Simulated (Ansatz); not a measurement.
# CuAu2Cl3: the cost of one run

Method: DFT PBE, scalar-relativistic, plane waves, PAW, in Ansatz 0.2.0.

## Step 1: The system as given

It takes space group P-3m1 (No. 164, trigonal). The conventional cell has a = 3.774 Å, b = 3.774 Å, c = 9.245 Å, α = 90.00°, β = 90.00°, γ = 120.00°. Cu (site symmetry -3m) has 6 Cl at 2.67 Å in its first shell of neighbours. Au (site symmetry 3m) has 6 Cl at 2.67 Å in its first shell of neighbours. Cl (site symmetry 3m) is surrounded by 3 Au at 2.67 Å and 3 Cu at 2.67 Å. Around Cl (site symmetry -3m) lie 6 Au at 2.67 Å.

Structure file:

```
Cu Au Cl
1.0
     3.77417    0.00000    0.00000
    -1.88709    3.26853    0.00000
     0.00000    0.00000    9.24479
Cu Au Cl
1 2 3
Direct
  0.00000 0.00000 0.00000
  0.33333 0.66667 0.66667
  0.66667 0.33333 0.33333
  0.66667 0.33333 0.83333
  0.00000 0.00000 0.50000
  0.33333 0.66667 0.16667
```

The cell is invented: ordered mixture on the cation sites of rock salt (P-3m1, No. 164). The dimensions are guesses.

## Step 2: The guess as it stands, on a coarse mesh

input.yaml reads:

```yaml
crystal:
  lattice:
    - [3.77417077, 0.0, 0.0]
    - [-1.88708538, 3.26852776, 0.0]
    - [0.0, 0.0, 9.24479258]
  atoms:
    - { symbol: Cu, position: [0.0, 0.0, 0.0], spin: 1.0 }
    - { symbol: Au, position: [0.33333333, 0.66666667, 0.66666667] }
    - { symbol: Au, position: [0.66666667, 0.33333333, 0.33333333] }
    - { symbol: Cl, position: [0.66666667, 0.33333333, 0.83333333] }
    - { symbol: Cl, position: [0.0, 0.0, 0.5] }
    - { symbol: Cl, position: [0.33333333, 0.66666667, 0.16666667] }
basis:
  ecutwfc: 420
kpoints:
  mp_grid: { grid: [6, 6, 2] }
hamiltonian:
  xc: pbe
scf:
  occupations: { method: gaussian, width: 0.1 }
  lower_state_search: "off"
output:
  forces: true
  stress: true
  eigenvalues: true
  populations: true
magnetization:
  spin_polarized: true
```

Started as:

```bash
> ansatz run input.yaml --threads 1 --pin off --max-ram 2560MiB --backend cpu --events-out ev --progress --plain --runs-dir out
```

What time and memory should one allow on 1 thread of Intel Xeon at 2.50GHz (Skylake/Cascade Lake), shared host?

About 33 s, with a peak of 0.48 GiB.
